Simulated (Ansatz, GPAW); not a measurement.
# CrTeSe with PBE in single-zeta orbitals from a Python script

These are simulated results from GPAW 26.7.0, not measurements. The cell was built from a prototype and was relaxed with r2SCAN in plane waves (Ansatz 0.2.0). It may be hypothetical. It is a single sheet, repeated along a and b, with vacuum along c. All runs are without spin polarisation, and a magnetic state may lie lower.

In-plane lattice: a = 3.352 Å, b = 3.352 Å, γ = 120.0°; thickness between the outer nuclei 3.24 Å. Cr has 3 Se at 2.44 Å and 3 Te at 2.61 Å; Se has 3 Cr at 2.44 Å; Te has 3 Cr at 2.61 Å.

The basis is minimal: single zeta, one radial function for each shell that the log's basis lists. It describes the filled bands fairly and the empty ones poorly.

run.py reads:

```python
import json
from ase import Atoms
from gpaw import GPAW, PW, FermiDirac

atoms = Atoms(['Cr', 'Se', 'Te'],
              cell=[[3.351537, 0.0, 0.0], [-1.675769, 2.902516, -0.0], [0.0, -0.0, 30.75283]],
              scaled_positions=[[0.333333, 0.666667, 0.295492], [0.666667, 0.333333, 0.343864], [0.666667, 0.333333, 0.238612]],
              pbc=True)
calc = GPAW(mode='lcao', basis='sz(dzp)', h=0.2, xc='PBE', kpts={'size': (6, 6, 1), 'gamma': True},
            occupations=FermiDirac(0.02), maxiter=100, legacy_gpaw=True, txt='gpaw.txt')
atoms.calc = calc
res = {'energy': atoms.get_potential_energy(force_consistent=True)}
res['electrons'] = calc.get_number_of_electrons()
res['k'] = calc.get_ibz_k_points().tolist()
res['levels'] = [calc.get_eigenvalues(kpt=i).tolist() for i in range(len(res['k']))]
points = [[0.0, 0.0, 0.0], [0.5, 0.0, 0.0], [0.333333, 0.333333, 0.0]]
bands = calc.fixed_density(kpts=points, symmetry='off', txt='bands.txt')
res['points'] = [bands.get_eigenvalues(kpt=i).tolist() for i in range(len(points))]
json.dump(res, open('results.json', 'w'))
print('free energy (eV):', round(res['energy'], 5))
```

Command: `python run.py`. It took 8.4 s on 1 thread of Arm Neoverse V1 (shared host), peak memory 0.22 GiB.

The log gpaw.txt, trimmed of paths, versions and times, then the last line on the terminal. An iter line gives the energy in eV and the logarithms of the changes of orbitals (plane waves alone) and density (c: converged):

```
___ ___ ___ _ _ _
 |   |   |_  | | | |

 | | | | | . | | | |

 |__ |  _|___|_____|  26.7.0
 |___|_|

Input parameters:
  basis: sz(dzp)
  h: 0.2
  kpts: {gamma: True,
         size: (6, 6, 1)}
  maxiter: 100
  mode: lcao
  occupations: {fixmagmom: False,
                name: fermi-dirac,
                width: 0.02}
  xc: PBE

System changes: positions, numbers, cell, pbc, initial_charges, initial_magmoms

Initialize ...

species:
  Cr:
    name:    Chromium
    Z:       24.0
    valence: 6
    core:    18
    charge:  0.0  # [|e|]
    compensation charges:
      type: gauss
      rc: 0.35  # [Å]
      lmax: 2
    cutoffs:
      filter: 2.14  # [Å]
      core: 3.04  # [Å]
    projectors
    | kind |    occ | energy [eV] | rcut [Å] |

    |------|--------|-------------|----------|

    |   4s |  1.000 |      -4.007 |    1.164 |

    |   4p |  0.000 |      -0.989 |    1.217 |

    |   3d |  5.000 |      -2.913 |    1.111 |

    |    s |        |      23.205 |    1.164 |

    |    p |        |      26.223 |    1.217 |

    |    d |        |      24.299 |    1.111 |

    LCAO basis set for Cr:
      Name: sz(dzp)
      Number of radial functions: 2
      Number of spherical harmonics: 6
        l=0, rc=9.8906 Bohr: 4s-sz confined orbital
        l=2, rc=6.6406 Bohr: 3d-sz confined orbital
      Number of RI-basis functions 0

  Se:
    name:    Selenium
    Z:       34.0
    valence: 6
    core:    28
    charge:  0.0  # [|e|]
    compensation charges:
      type: gauss
      rc: 0.27  # [Å]
      lmax: 2
    cutoffs:
      filter: 1.77  # [Å]
      core: 2.67  # [Å]
    projectors
    | kind |    occ | energy [eV] | rcut [Å] |

    |------|--------|-------------|----------|

    |   4s |  2.000 |     -17.277 |    0.847 |

    |   4p |  4.000 |      -6.512 |    1.005 |

    |    s |        |       9.935 |    0.847 |

    |    p |        |      20.699 |    1.005 |

    |    d |        |       0.000 |    0.847 |

    LCAO basis set for Se:
      Name: sz(dzp)
      Number of radial functions: 2
      Number of spherical harmonics: 4
        l=0, rc=5.7344 Bohr: 4s-sz confined orbital
        l=1, rc=7.2656 Bohr: 4p-sz confined orbital
      Number of RI-basis functions 0

  Te:
    name:    Tellurium
    Z:       52.0
    valence: 6
    core:    46
    charge:  0.0  # [|e|]
    compensation charges:
      type: gauss
      rc: 0.36  # [Å]
      lmax: 2
    cutoffs:
      filter: 2.09  # [Å]
      core: 3.17  # [Å]
    projectors
    | kind |    occ | energy [eV] | rcut [Å] |

    |------|--------|-------------|----------|

    |   5s |  2.000 |     -15.089 |    1.180 |

    |   5p |  4.000 |      -5.955 |    1.196 |

    |    s |        |      12.123 |    1.180 |

    |    p |        |      21.256 |    1.196 |

    |    d |        |       0.000 |    1.238 |

    LCAO basis set for Te:
      Name: sz(dzp)
      Number of radial functions: 2
      Number of spherical harmonics: 4
        l=0, rc=6.2500 Bohr: 5s-sz confined orbital
        l=1, rc=8.0156 Bohr: 5p-sz confined orbital
      Number of RI-basis functions 0

Reference energy: -279476.593014  # eV

Spin-paired calculation

Convergence criteria:
 Maximum [total energy] change in last 3 cyles: 0.0005 eV / valence electron
 Maximum integral of absolute [dens]ity change: 0.0001 electrons / valence electron
 Maximum integral of absolute [eigenst]ate change: 4e-08 eV^2 / valence electron
 Maximum number of scf [iter]ations: 100
 (Square brackets indicate name in SCF output, whereas a 'c' in
 the SCF output indicates the quantity has converged.)

Symmetries present (total): 1

  ( 1  0  0)
  ( 0  1  0)
  ( 0  0  1)

36 k-points: 6 x 6 x 1 Monkhorst-Pack grid + [1/12,1/12,0.000000]
20 k-points in the irreducible part of the Brillouin zone
       k-points in crystal coordinates                weights
   0:     0.00000000    0.00000000    0.00000000          1/36
   1:     0.00000000    0.16666667    0.00000000          2/36
   2:     0.00000000    0.33333333    0.00000000          2/36
   3:     0.00000000    0.50000000    0.00000000          1/36
   4:     0.16666667   -0.33333333    0.00000000          2/36
   5:     0.16666667   -0.16666667    0.00000000          2/36
   6:     0.16666667    0.00000000    0.00000000          2/36
   7:     0.16666667    0.16666667    0.00000000          2/36
   8:     0.16666667    0.33333333    0.00000000          2/36
   9:     0.16666667    0.50000000    0.00000000          2/36
          ...
  19:     0.50000000    0.50000000    0.00000000          1/36

Wave functions: LCAO
  Diagonalizer: Serial LAPACK
  Atomic Correction: dense with blas
  Data-type: complex

Occupation numbers: Fermi-Dirac:
  width: 0.0200  # eV

Eigensolver
   LCAO using direct dense diagonalizer

Densities:
  Coarse grid: 16*16*152 grid
  Fine grid: 32*32*304 grid
  Total Charge: 0.000000

Density mixing:
  Method: separate
  Backend: msr1
  Linear mixing parameter: 0.05
  old densities: 10
  Width of damping distribution: 1.1
  Damping of long wavelength oscillations: 20

Hamiltonian:
  XC and Coulomb potentials evaluated on a 32*32*304 grid
  Using the PBE Exchange-Correlation functional
  Interpolation: tri-quintic (5. degree polynomial)
  Poisson solver: FastPoissonSolver using
    Stencil: 8*3+1=25 point O(h^6) finite-difference Laplacian
    FFT axes: [np.int64(0), np.int64(1), np.int64(2)]
    FST axes: []

XC parameters: PBE with 2 nearest neighbor stencil

Memory estimate:
  Process memory now: 145.38 MiB
  Calculator: 34.76 MiB
    Density: 25.28 MiB
      Arrays: 7.72 MiB
      Localized functions: 11.63 MiB
      Mixer: 5.94 MiB
    Hamiltonian: 5.86 MiB
      Arrays: 5.05 MiB
      XC: 0.00 MiB
      Poisson: 0.00 MiB
      vbar: 0.81 MiB
    Wavefunctions: 3.62 MiB
      C [qnM]: 0.06 MiB
      S, T [2 x qmm]: 0.12 MiB
      P [aqMi]: 0.01 MiB
      BasisFunctions: 3.42 MiB
      Eigensolver: 0.00 MiB

Total number of cores used: 1

Number of atoms: 3
Number of atomic orbitals: 14
Number of bands in calculation: 14
Number of valence electrons: 18
Bands to converge: occupied
Positions:
   0 Cr    -0.000002    1.935012    9.087215    ( 0.0000,  0.0000,  0.0000)
   1 Se     1.675770    0.967504   10.574791    ( 0.0000,  0.0000,  0.0000)
   2 Te     1.675770    0.967504    7.337994    ( 0.0000,  0.0000,  0.0000)

Unit cell:
           periodic     x           y           z      points  spacing
  1. axis:    yes    3.351537    0.000000    0.000000    16     0.1814
  2. axis:    yes   -1.675769    2.902516   -0.000000    16     0.1814
  3. axis:    yes    0.000000   -0.000000   30.752830   152     0.2023

  Lengths:   3.351537   3.351537  30.752830
  Angles:   90.000000  90.000000 120.000009

Effective grid spacing dv^(1/3) = 0.1974

iter:   1   -15.487671        c
iter:   2   -14.610750        c -1.08
iter:   3   -14.098017        c -1.23
iter:   4   -14.060196        c -1.36
iter:   5   -14.051412        c -1.48
iter:   6   -13.974620        c -1.61
iter:   7   -13.974082        c -2.18
iter:   8   -13.967054c       c -2.17
iter:   9   -13.967045c       c -3.48
iter:  10   -13.967035c       c -3.60
iter:  11   -13.967035c       c -4.75c

Converged after 11 iterations.

Energy contributions relative to reference atoms: (reference = -279476.593014)

Kinetic:        +58.328173
Potential:      -55.276540
External:        +0.000000
XC:             -17.182453
Entropy (-ST):   -0.000042
Local:           +0.163807
SIC:             +0.000000
--------------------------
Free energy:    -13.967056
Extrapolated:   -13.967035

Showing only first 2 kpts
 Kpt  Band  Eigenvalues  Occupancy
  0     7     -3.71587    2.00000
  0     8     -2.66155    1.99478
  0     9     -0.17507    0.00000
  0    10     -0.17442    0.00000

  1     7     -3.82246    2.00000
  1     8     -2.83121    2.00000
  1     9     -1.07989    0.00000
  1    10     -0.87551    0.00000

Fermi level: -2.54263

Gap: 0.252 eV
Transition (v -> c):
  (s=0, k=0, n=8, [0.00, 0.00, 0.00]) -> (s=0, k=14, n=9, [0.33, 0.33, 0.00])
Direct/indirect transitions are different
Direct gap: 0.638 eV
Transition at: (s=0, k=14, n=8, [0.33, 0.33, 0.00])

free energy (eV): -13.96706
```

The gap in the log is over the mesh alone; results.json adds the listed points. PBE in single-zeta orbitals gives a gap of 0.25 eV. On the same cell, plane-wave PBE (Ansatz, 12×12×1 k points and the special points) gives a gap of 0.56 eV and r2SCAN a gap of 0.60 eV; on shared hosts these took about 21 and 51 core-seconds on the 3-atom cell, against 8.4 for the script. Spin-orbit coupling, left out in all these runs, can cut or reorder the gap by tenths of an eV, up to about 1 eV with Pb or Bi.

No spin-orbit coupling is included; it can move band edges with weight on the heavy atoms by tenths of an eV.
